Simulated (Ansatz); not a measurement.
**BH₃ + HCl: a complex and its separated parts**

The complex below is one end of an elementary step. How strongly is it bound against its free parts?

The runs use Ansatz 0.2.0, Gaussian basis; PBE0-D4/def2-TZVP structures, single points in def2-TZVPP, no counterpoise correction.

Levels: SPW92, PBE-D4, BLYP-D4, r2SCAN-D4, B97M-V, PBE0-D4, B3LYP-D4, r2SCAN0-D4, BHLYP-D4, CAM-B3LYP-D4, wB97X-V, wB97M-V, B2PLYP, PBE-QIDH, RPA on PBE, Hartree-Fock, MP2, CCSD, CCSD(T).

Cores are frozen in the correlated methods. B3LYP uses VWN-RPA correlation. B2PLYP carries no dispersion term here.

94 further runs of the same task are left out: 94 set aside as unsound or not needed.

### 1 The starting structure

The complex: 6 atoms, charge 0, spin multiplicity 1.

Atoms are counted from 1 here; the program's logs count them from 0.

Bond lengths: B1–H3 1.196 Å, B1–H4 1.196 Å, B1–H6 1.199 Å, Cl2–H5 1.282 Å. Angles: H3–B1–H4 119.2°, H3–B1–H6 118.5°, H4–B1–H6 118.5°.

Coordinates:

| atom | x (Å) | y (Å) | z (Å) |
| --- | --- | --- | --- |
| B1 | -0.0984 | -0.6921 | 0.2747 |
| Cl2 | 0.6499 | 1.1004 | -0.9280 |
| H3 | -0.4829 | -1.3350 | -0.6574 |
| H4 | 0.9492 | -0.9678 | 0.7809 |
| H5 | -0.1137 | 1.9795 | -0.3921 |
| H6 | -0.9041 | -0.0850 | 0.9219 |

Its parts: BH₃ holds atoms 1, 3, 4, 6; HCl holds atoms 2, 5. Each part counts its atoms afresh in its own runs.

### 2 Relaxing BH₃ alone

Input file relax-a/in.yaml:

```yaml
crystal:
  periodic: [false, false, false]
  atoms:
    - {symbol: B, position_ang: [-0.098408, -0.692099, 0.274663]}
    - {symbol: H, position_ang: [-0.482877, -1.334981, -0.657382]}
    - {symbol: H, position_ang: [0.949208, -0.967800, 0.780937]}
    - {symbol: H, position_ang: [-0.904100, -0.085003, 0.921881]}
basis:
  gaussian: {orbitals: def2-TZVP}
hamiltonian: {xc: pbe0, dispersion: d4}
relax: {f_tol: 0.005, max_steps: 200}
```

The run is started by

```bash
> ansatz run in.yaml --threads 2 --pin off --events-out ev --progress --plain --max-ram 4352MiB
```

Output (excerpt; [...] marks lines left out):

```text
Functional definition: PBE0
  name "PBE0"
  cite "Adamo & Barone, J. Chem. Phys. 110, 6158 (1999) doi:10.1063/1.478522"
  cite "Perdew, Burke & Ernzerhof, Phys. Rev. Lett. 77, 3865 (1996) doi:10.1103/PhysRevLett.77.3865"
  parent pbe
[...]
301 factors; their error is unknown
[...]
mean field -722.78638077 eV, -26.5619095711 hartree, gradient 6.6e-6 eV, S^2 0.000000; 0 other end points of the search recorded, 0 dependent functions left out
[...]
reference -722.78640608 eV, -26.5619105012 hartree; 4, 4 occupied and 45, 45 virtual orbitals, 301 factors
[...]
301 factors; their error is unknown
mean field -722.89234610 eV, -26.5658037250 hartree, gradient 7.0e-6 eV, S^2 0.000000; 1 other end points of the search recorded, 0 dependent functions left out
[...]
reference -722.89237139 eV, -26.5658046545 hartree; 4, 4 occupied and 45, 45 virtual orbitals, 301 factors
Total energy: -722.90589409 eV, -26.5663016046 hartree
Atom 0 at    -0.134037    -0.769954     0.330013 Å, force    -0.000087    -0.000276     0.000157 eV/Å
Atom 1 at    -0.470505    -1.311332    -0.679034 Å, force     0.000306     0.000517     0.000747 eV/Å
Atom 2 at     0.964772    -0.943333     0.762491 Å, force    -0.000840     0.000223    -0.000404 eV/Å
Atom 3 at    -0.896406    -0.055264     0.906629 Å, force     0.000622    -0.000464    -0.000501 eV/Å
Dipole moment:     0.000004     0.000010    -0.000007 e Å
```

Run time: 1.2 s. Hardware: 2 threads of Arm Neoverse V1, shared host.

Step by step: (the energy doesn't fall at every step)

```csv
step,energy from step 1 (eV),largest force component (eV/Å)
1,0.0000,1.1605
2,0.0048,1.2074
3,-0.1057,0.0501
4,-0.1060,0.0008
```

Close pairs (by a distance rule), those that changed most:

| bond | before (Å) | after (Å) | change (Å) |
| --- | --- | --- | --- |
| B1–H4 | 1.199 | 1.194 | -0.005 |
| B1–H3 | 1.196 | 1.194 | -0.002 |
| B1–H2 | 1.196 | 1.194 | -0.002 |

### 3 Relaxing HCl alone

Input file relax-b/in.yaml:

```yaml
crystal:
  periodic: [false, false, false]
  atoms:
    - {symbol: Cl, position_ang: [0.649903, 1.100376, -0.927992]}
    - {symbol: H, position_ang: [-0.113727, 1.979506, -0.392108]}
basis:
  gaussian: {orbitals: def2-TZVP}
hamiltonian: {xc: pbe0, dispersion: d4}
relax: {f_tol: 0.005, max_steps: 200}
```

The run is started by

```bash
> ansatz run in.yaml --threads 2 --pin off --events-out ev --progress --plain --max-ram 4352MiB
```

Output (excerpt; [...] marks lines left out):

```text
[... 5 set-up lines as earlier in the session ...]
[...]
312 factors; their error is unknown
[...]
mean field -12535.31631178 eV, -460.6643777154 hartree, gradient 4.2e-5 eV, S^2 0.000000; 0 other end points of the search recorded, 0 dependent functions left out
[...]
reference -12535.31647376 eV, -460.6643836678 hartree; 9, 9 occupied and 34, 34 virtual orbitals, 312 factors
Total energy: -12535.32105166 eV, -460.6645519027 hartree
Atom 0 at     0.649010     1.101405    -0.927365 Å, force     0.000112    -0.000129    -0.000079 eV/Å
Atom 1 at    -0.112834     1.978477    -0.392735 Å, force    -0.000112     0.000129     0.000079 eV/Å
Dipole moment:    -0.156444     0.180106     0.109786 e Å
```

It took 0.75 s on 2 threads of Arm Neoverse V1, shared host.

Along the way:

```csv
step,energy from step 1 (eV),largest force component (eV/Å)
1,0.0000,0.0659
2,-0.0001,0.0269
3,-0.0001,0.0001
```

The bond:

| bond | before (Å) | after (Å) | change (Å) |
| --- | --- | --- | --- |
| Cl1–H2 | 1.282 | 1.279 | -0.003 |

### 4 SPW92/def2-TZVPP

Input file parta/in.yaml:

```yaml
crystal:
  periodic: [false, false, false]
  atoms:
    - {symbol: B, position_ang: [-0.134037, -0.769954, 0.330013]}
    - {symbol: H, position_ang: [-0.470505, -1.311332, -0.679034]}
    - {symbol: H, position_ang: [0.964772, -0.943333, 0.762491]}
    - {symbol: H, position_ang: [-0.896406, -0.055264, 0.906629]}
basis:
  gaussian: {orbitals: def2-TZVPP}
hamiltonian: {xc: lda}
```

Input file partb/in.yaml:

```yaml
crystal:
  periodic: [false, false, false]
  atoms:
    - {symbol: Cl, position_ang: [0.649010, 1.101405, -0.927365]}
    - {symbol: H, position_ang: [-0.112834, 1.978477, -0.392735]}
basis:
  gaussian: {orbitals: def2-TZVPP}
hamiltonian: {xc: lda}
```

The same command starts each run, in its folder.

The run is started by

```bash
> ansatz run in.yaml --threads 2 --pin off --events-out ev --progress --plain --max-ram 4352MiB
```

parta printed (excerpt; [...] marks lines left out):

```text
Functional definition: SPW92
  name "SPW92"
  cite "Dirac, Proc. Camb. Phil. Soc. 26, 376 (1930) doi:10.1017/S0305004100016108"
  cite "Slater, Phys. Rev. 81, 385 (1951) doi:10.1103/PhysRev.81.385"
  cite "Perdew & Wang, Phys. Rev. B 45, 13244 (1992) doi:10.1103/PhysRevB.45.13244"
[...]
346 factors; their error is unknown
[...]
mean field -714.90427201 eV, -26.2722474167 hartree, gradient 5.9e-5 eV, S^2 0.000000; 0 other end points of the search recorded, 0 dependent functions left out
reference -714.90430440 eV, -26.2722486071 hartree; 4, 4 occupied and 69, 69 virtual orbitals, 346 factors
Total energy: -714.90430440 eV, -26.2722486071 hartree
```

Log of partb (excerpt; [...] marks lines left out):

```text
[... 5 set-up lines as earlier in the session ...]
[...]
353 factors; their error is unknown
[...]
mean field -12498.56388054 eV, -459.3137507789 hartree, gradient 5.7e-5 eV, S^2 0.000000; 0 other end points of the search recorded, 0 dependent functions left out
reference -12498.56389995 eV, -459.3137514922 hartree; 9, 9 occupied and 47, 47 virtual orbitals, 353 factors
Total energy: -12498.56389995 eV, -459.3137514922 hartree
```

Wall times: 0.2 s (parta), 0.15 s (partb) on 2 threads of Arm Neoverse V1, shared host.

### 5 PBE-D4/def2-TZVPP

Each input of step 4 (parta, partb) changes in the same lines:

```diff
-hamiltonian: {xc: lda}
+hamiltonian: {xc: pbe, dispersion: d4}
```

One command serves all of them, each in its own folder.

The run is started by

```bash
> ansatz run in.yaml --threads 2 --pin off --events-out ev --progress --plain --max-ram 4352MiB
```

Output in parta (excerpt; [...] marks lines left out):

```text
Functional definition: PBE
  name "PBE"
[... 2 set-up lines as earlier in the session ...]
[...]
346 factors; their error is unknown
[...]
mean field -722.54092791 eV, -26.5528893449 hartree, gradient 6.8e-6 eV, S^2 0.000000; 0 other end points of the search recorded, 0 dependent functions left out
reference -722.54096209 eV, -26.5528906008 hartree; 4, 4 occupied and 69, 69 virtual orbitals, 346 factors
Total energy: -722.55770412 eV, -26.5535058591 hartree
```

partb printed (excerpt; [...] marks lines left out):

```text
[... 4 set-up lines as earlier in the session ...]
[...]
353 factors; their error is unknown
[...]
mean field -12534.30963183 eV, -460.6273829097 hartree, gradient 8.1e-5 eV, S^2 0.000000; 0 other end points of the search recorded, 0 dependent functions left out
reference -12534.30965274 eV, -460.6273836780 hartree; 9, 9 occupied and 47, 47 virtual orbitals, 353 factors
Total energy: -12534.31531390 eV, -460.6275917218 hartree
```

Times: 0.3 s (parta), 0.2 s (partb) on 2 threads of Arm Neoverse V1, shared host.

### 6 BLYP-D4/def2-TZVPP

Each input of step 5 (parta, partb) changes in the same lines:

```diff
-hamiltonian: {xc: pbe, dispersion: d4}
+hamiltonian: {xc: {name: BLYP}, dispersion: d4}
```

Each run has its own folder and the same command.

The run is started by

```bash
> ansatz run in.yaml --threads 2 --pin off --events-out ev --progress --plain --max-ram 4352MiB
```

Log of parta (excerpt; [...] marks lines left out):

```text
Functional definition: BLYP
  name "BLYP"
  cite "Becke, Phys. Rev. A 38, 3098 (1988) doi:10.1103/PhysRevA.38.3098"
  cite "Lee, Yang & Parr, Phys. Rev. B 37, 785 (1988) doi:10.1103/PhysRevB.37.785"
[...]
346 factors; their error is unknown
[...]
mean field -723.59521079 eV, -26.5916335261 hartree, gradient 6.0e-6 eV, S^2 0.000000; 0 other end points of the search recorded, 0 dependent functions left out
reference -723.59547576 eV, -26.5916432634 hartree; 4, 4 occupied and 69, 69 virtual orbitals, 346 factors
Total energy: -723.63535034 eV, -26.5931086272 hartree
```

Output in partb (excerpt; [...] marks lines left out):

```text
[... 4 set-up lines as earlier in the session ...]
[...]
353 factors; their error is unknown
[...]
mean field -12539.38860940 eV, -460.8140318924 hartree, gradient 4.5e-5 eV, S^2 0.000000; 0 other end points of the search recorded, 0 dependent functions left out
reference -12539.38881372 eV, -460.8140394011 hartree; 9, 9 occupied and 47, 47 virtual orbitals, 353 factors
Total energy: -12539.40230285 eV, -460.8145351177 hartree
```

Times: 0.35 s (parta), 0.2 s (partb) on 2 threads of Arm Neoverse V1, shared host.

### 7 r2SCAN-D4/def2-TZVPP

Each input of step 6 (parta, partb) changes in the same lines:

```diff
-hamiltonian: {xc: {name: BLYP}, dispersion: d4}
+hamiltonian: {xc: r2scan, dispersion: d4}
```

The same command starts each run, in its folder.

The run is started by

```bash
> ansatz run in.yaml --threads 2 --pin off --events-out ev --progress --plain --max-ram 4352MiB
```

Log of parta (excerpt; [...] marks lines left out):

```text
Functional definition: r2SCAN
  name "r2SCAN"
  cite "Furness, Kaplan, Ning, Perdew & Sun, J. Phys. Chem. Lett. 11, 8208 (2020) doi:10.1021/acs.jpclett.0c02405"
  cite "Furness, Kaplan, Ning, Perdew & Sun, J. Phys. Chem. Lett. 11, 9248 (2020) doi:10.1021/acs.jpclett.0c03077"
  parent r2scan
[...]
346 factors; their error is unknown
[...]
mean field -723.45165197 eV, -26.5863578367 hartree, gradient 7.4e-5 eV, S^2 0.000000; 0 other end points of the search recorded, 0 dependent functions left out
reference -723.45166252 eV, -26.5863582246 hartree; 4, 4 occupied and 69, 69 virtual orbitals, 346 factors
Total energy: -723.45553566 eV, -26.5865005596 hartree
```

Output in partb (excerpt; [...] marks lines left out):

```text
[... 5 set-up lines as earlier in the session ...]
[...]
353 factors; their error is unknown
[...]
mean field -12538.62224983 eV, -460.7858686977 hartree, gradient 3.1e-5 eV, S^2 0.000000; 0 other end points of the search recorded, 0 dependent functions left out
reference -12538.62225516 eV, -460.7858688935 hartree; 9, 9 occupied and 47, 47 virtual orbitals, 353 factors
Total energy: -12538.62352110 eV, -460.7859154163 hartree
```

They took 0.65 s (parta), 0.6 s (partb) on 2 threads of Arm Neoverse V1, shared host.

### 8 B97M-V/def2-TZVPP

The same edit goes into each in.yaml of step 7 (parta, partb):

```diff
-hamiltonian: {xc: r2scan, dispersion: d4}
+hamiltonian: {xc: {name: B97M-V}}
```

Each run has its own folder and the same command.

The run is started by

```bash
> ansatz run in.yaml --threads 2 --pin off --events-out ev --progress --plain --max-ram 4352MiB
```

parta printed (excerpt; [...] marks lines left out):

```text
Functional definition: B97M-V
  name "B97M-V"
  cite "Mardirossian & Head-Gordon, J. Chem. Phys. 142, 074111 (2015) doi:10.1063/1.4907719"
  cite "Becke, J. Chem. Phys. 107, 8554 (1997) doi:10.1063/1.475007"
  cite "Vydrov & Van Voorhis, J. Chem. Phys. 133, 244103 (2010) doi:10.1063/1.3521275"
  # Of w^i u^j: cxij and so on, Table III.
[...]
  gx(w, u) = cx00 + cx01*u + cx02*u^2 + (cx10 + cx11*u)*w
[...]
  gos(w, u) = cos00 + cos01*u + cos03*u^3 + cos10*w + cos32*w^3*u^2
[...]
      + integral(e_c_pw_mod_opposite_spin*gos(b97_w_opposite, b97_u_opposite)) + vv10(b, c)
346 factors; their error is unknown
[...]
mean field -724.35610801 eV, -26.6195959830 hartree, gradient 9.8e-6 eV, S^2 0.000000; 0 other end points of the search recorded, 0 dependent functions left out
reference -724.35615946 eV, -26.6195978740 hartree; 4, 4 occupied and 69, 69 virtual orbitals, 346 factors
Total energy: -724.35615946 eV, -26.6195978740 hartree
```

Output in partb (excerpt; [...] marks lines left out):

```text
[... 5 set-up lines as earlier in the session ...]
  # Of w^i u^j: cxij and so on, Table III.
[...]
  gx(w, u) = cx00 + cx01*u + cx02*u^2 + (cx10 + cx11*u)*w
[...]
  gos(w, u) = cos00 + cos01*u + cos03*u^3 + cos10*w + cos32*w^3*u^2
[...]
      + integral(e_c_pw_mod_opposite_spin*gos(b97_w_opposite, b97_u_opposite)) + vv10(b, c)
353 factors; their error is unknown
[...]
mean field -12536.22648222 eV, -460.6978258620 hartree, gradient 1.2e-5 eV, S^2 0.000000; 0 other end points of the search recorded, 0 dependent functions left out
reference -12536.22651034 eV, -460.6978268956 hartree; 9, 9 occupied and 47, 47 virtual orbitals, 353 factors
Total energy: -12536.22651034 eV, -460.6978268956 hartree
```

Wall times: 0.9 s (parta), 0.75 s (partb) on 2 threads of Arm Neoverse V1, shared host.

### 9 PBE0-D4/def2-TZVPP

The same edit goes into each in.yaml of step 8 (parta, partb):

```diff
-hamiltonian: {xc: {name: B97M-V}}
+hamiltonian: {xc: pbe0, dispersion: d4}
+output: {orbitals: {seedname: orbitals}}
```

Each run has its own folder and the same command.

The run is started by

```bash
> ansatz run in.yaml --threads 2 --pin off --events-out ev --progress --plain --max-ram 4352MiB
```

Log of parta (excerpt; [...] marks lines left out):

```text
[... 5 set-up lines as earlier in the session ...]
[...]
346 factors; their error is unknown
[...]
mean field -722.90609250 eV, -26.5663088959 hartree, gradient 6.7e-5 eV, S^2 0.000000; 0 other end points of the search recorded, 0 dependent functions left out
reference -722.90611764 eV, -26.5663098201 hartree; 4, 4 occupied and 69, 69 virtual orbitals, 346 factors
Total energy: -722.91964034 eV, -26.5668067701 hartree
```

Output in partb (excerpt; [...] marks lines left out):

```text
[... 5 set-up lines as earlier in the session ...]
[...]
384 factors; their error is unknown
[...]
mean field -12535.34597559 eV, -460.6654678404 hartree, gradient 3.7e-5 eV, S^2 0.000000; 0 other end points of the search recorded, 0 dependent functions left out
reference -12535.34599124 eV, -460.6654684153 hartree; 9, 9 occupied and 47, 47 virtual orbitals, 384 factors
Total energy: -12535.35056914 eV, -460.6656366502 hartree
```

Wall times: 0.25 s (parta), 0.25 s (partb) on 2 threads of Arm Neoverse V1, shared host.

### 10 B3LYP-D4/def2-TZVPP

Each input of step 9 (parta, partb) changes in the same lines:

```diff
-hamiltonian: {xc: pbe0, dispersion: d4}
-output: {orbitals: {seedname: orbitals}}
+hamiltonian: {xc: {name: B3LYP}, dispersion: d4}
```

One command serves all of them, each in its own folder.

The run is started by

```bash
> ansatz run in.yaml --threads 2 --pin off --events-out ev --progress --plain --max-ram 4352MiB
```

Output in parta (excerpt; [...] marks lines left out):

```text
Functional definition: B3LYP
  name "B3LYP"
  cite "Stephens, Devlin, Chabalowski & Frisch, J. Phys. Chem. 98, 11623 (1994) doi:10.1021/j100096a001"
[... 2 set-up lines as earlier in the session ...]
  cite "Vosko, Wilk & Nusair, Can. J. Phys. 58, 1200 (1980) doi:10.1139/p80-159"
[...]
346 factors; their error is unknown
[...]
mean field -724.48942306 eV, -26.6244952210 hartree, gradient 1.4e-5 eV, S^2 0.000000; 0 other end points of the search recorded, 0 dependent functions left out
reference -724.48961860 eV, -26.6245024068 hartree; 4, 4 occupied and 69, 69 virtual orbitals, 346 factors
Total energy: -724.51652266 eV, -26.6254911128 hartree
```

Output in partb (excerpt; [...] marks lines left out):

```text
[... 6 set-up lines as earlier in the session ...]
[...]
372 factors; their error is unknown
[...]
mean field -12539.99363289 eV, -460.8362660956 hartree, gradient 4.5e-5 eV, S^2 0.000000; 0 other end points of the search recorded, 0 dependent functions left out
reference -12539.99378494 eV, -460.8362716835 hartree; 9, 9 occupied and 47, 47 virtual orbitals, 372 factors
Total energy: -12540.00297155 eV, -460.8366092853 hartree
```

Times: 0.35 s (parta), 0.25 s (partb) on 2 threads of Arm Neoverse V1, shared host.

### 11 r2SCAN0-D4/def2-TZVPP

The same edit goes into each in.yaml of step 10 (parta, partb):

```diff
-hamiltonian: {xc: {name: B3LYP}, dispersion: d4}
+hamiltonian: {xc: {name: r2SCAN0}, dispersion: d4}
```

One command serves all of them, each in its own folder.

The run is started by

```bash
> ansatz run in.yaml --threads 2 --pin off --events-out ev --progress --plain --max-ram 4352MiB
```

Output in parta (excerpt; [...] marks lines left out):

```text
Functional definition: r2SCAN0
  name "r2SCAN0"
  cite "Bursch, Neugebauer, Ehlert & Grimme, J. Chem. Phys. 156, 134105 (2022) doi:10.1063/5.0086040"
[... 3 set-up lines as earlier in the session ...]
[...]
346 factors; their error is unknown
[...]
mean field -723.48216217 eV, -26.5874790658 hartree, gradient 2.3e-5 eV, S^2 0.000000; 0 other end points of the search recorded, 0 dependent functions left out
reference -723.48217050 eV, -26.5874793721 hartree; 4, 4 occupied and 69, 69 virtual orbitals, 346 factors
Total energy: -723.48654853 eV, -26.5876402615 hartree
```

Output in partb (excerpt; [...] marks lines left out):

```text
[... 6 set-up lines as earlier in the session ...]
[...]
384 factors; their error is unknown
[...]
mean field -12538.53747200 eV, -460.7827531701 hartree, gradient 4.5e-6 eV, S^2 0.000000; 0 other end points of the search recorded, 0 dependent functions left out
reference -12538.53747625 eV, -460.7827533264 hartree; 9, 9 occupied and 47, 47 virtual orbitals, 384 factors
Total energy: -12538.53892978 eV, -460.7828067423 hartree
```

Times: 0.65 s (parta), 0.6 s (partb) on 2 threads of Arm Neoverse V1, shared host.

### 12 BHLYP-D4/def2-TZVPP

The same edit goes into each in.yaml of step 11 (parta, partb):

```diff
-hamiltonian: {xc: {name: r2SCAN0}, dispersion: d4}
+hamiltonian: {xc: {name: BHLYP}, dispersion: d4}
```

One command serves all of them, each in its own folder.

The run is started by

```bash
> ansatz run in.yaml --threads 2 --pin off --events-out ev --progress --plain --max-ram 4352MiB
```

Log of parta (excerpt; [...] marks lines left out):

```text
Functional definition: BHLYP
  name "BHLYP"
  cite "Becke, J. Chem. Phys. 98, 1372 (1993) doi:10.1063/1.464304"
[... 2 set-up lines as earlier in the session ...]
[...]
386 factors; their error is unknown
[...]
mean field -723.85426473 eV, -26.6011535829 hartree, gradient 7.1e-5 eV, S^2 0.000000; 0 other end points of the search recorded, 0 dependent functions left out
reference -723.85439507 eV, -26.6011583728 hartree; 4, 4 occupied and 69, 69 virtual orbitals, 386 factors
Total energy: -723.87149575 eV, -26.6017868110 hartree
```

Output in partb (excerpt; [...] marks lines left out):

```text
[... 5 set-up lines as earlier in the session ...]
[...]
403 factors; their error is unknown
[...]
mean field -12539.47115259 eV, -460.8170652989 hartree, gradient 2.7e-5 eV, S^2 0.000000; 0 other end points of the search recorded, 0 dependent functions left out
reference -12539.47125609 eV, -460.8170691023 hartree; 9, 9 occupied and 47, 47 virtual orbitals, 403 factors
Total energy: -12539.47730250 eV, -460.8172913037 hartree
```

They took 0.3 s (parta), 0.25 s (partb) on 2 threads of Arm Neoverse V1, shared host.

### 13 CAM-B3LYP-D4/def2-TZVPP

The same edit goes into each in.yaml of step 12 (parta, partb):

```diff
-hamiltonian: {xc: {name: BHLYP}, dispersion: d4}
+hamiltonian: {xc: {name: CAM-B3LYP}, dispersion: d4}
```

The same command starts each run, in its folder.

The run is started by

```bash
> ansatz run in.yaml --threads 2 --pin off --events-out ev --progress --plain --max-ram 4352MiB
```

Output in parta (excerpt; [...] marks lines left out):

```text
Functional definition: CAM-B3LYP
  name "CAM-B3LYP"
  cite "Yanai, Tew & Handy, Chem. Phys. Lett. 393, 51 (2004) doi:10.1016/j.cplett.2004.06.011"
  cite "Iikura, Tsuneda, Yanai & Hirao, J. Chem. Phys. 115, 3540 (2001) doi:10.1063/1.1383587"
[... 2 set-up lines as earlier in the session ...]
[...]
  # Exact exchange under (alpha + beta erf(omega r))/r, Becke's under what is left of 1/r.
[...]
346 factors; their error is unknown
114 factors; integrals over basis functions are off by at most 1.6e-5 eV
[...]
mean field -723.61128174 eV, -26.5922241227 hartree, gradient 1.5e-5 eV, S^2 0.000000; 0 other end points of the search recorded, 0 dependent functions left out
reference -723.61137689 eV, -26.5922276193 hartree; 4, 4 occupied and 69, 69 virtual orbitals, 346 factors
Total energy: -723.62451463 eV, -26.5927104222 hartree
```

Log of partb (excerpt; [...] marks lines left out):

```text
[... 6 set-up lines as earlier in the session ...]
[...]
  # Exact exchange under (alpha + beta erf(omega r))/r, Becke's under what is left of 1/r.
[...]
372 factors; their error is unknown
66 factors; integrals over basis functions are off by at most 7.5e-5 eV
[...]
mean field -12539.88293954 eV, -460.8321981902 hartree, gradient 2.6e-5 eV, S^2 0.000000; 0 other end points of the search recorded, 0 dependent functions left out
reference -12539.88301382 eV, -460.8322009197 hartree; 9, 9 occupied and 47, 47 virtual orbitals, 372 factors
Total energy: -12539.88749545 eV, -460.8323656167 hartree
```

They took 0.35 s (parta), 0.3 s (partb) on 2 threads of Arm Neoverse V1, shared host.

[end of part 1 of 2]
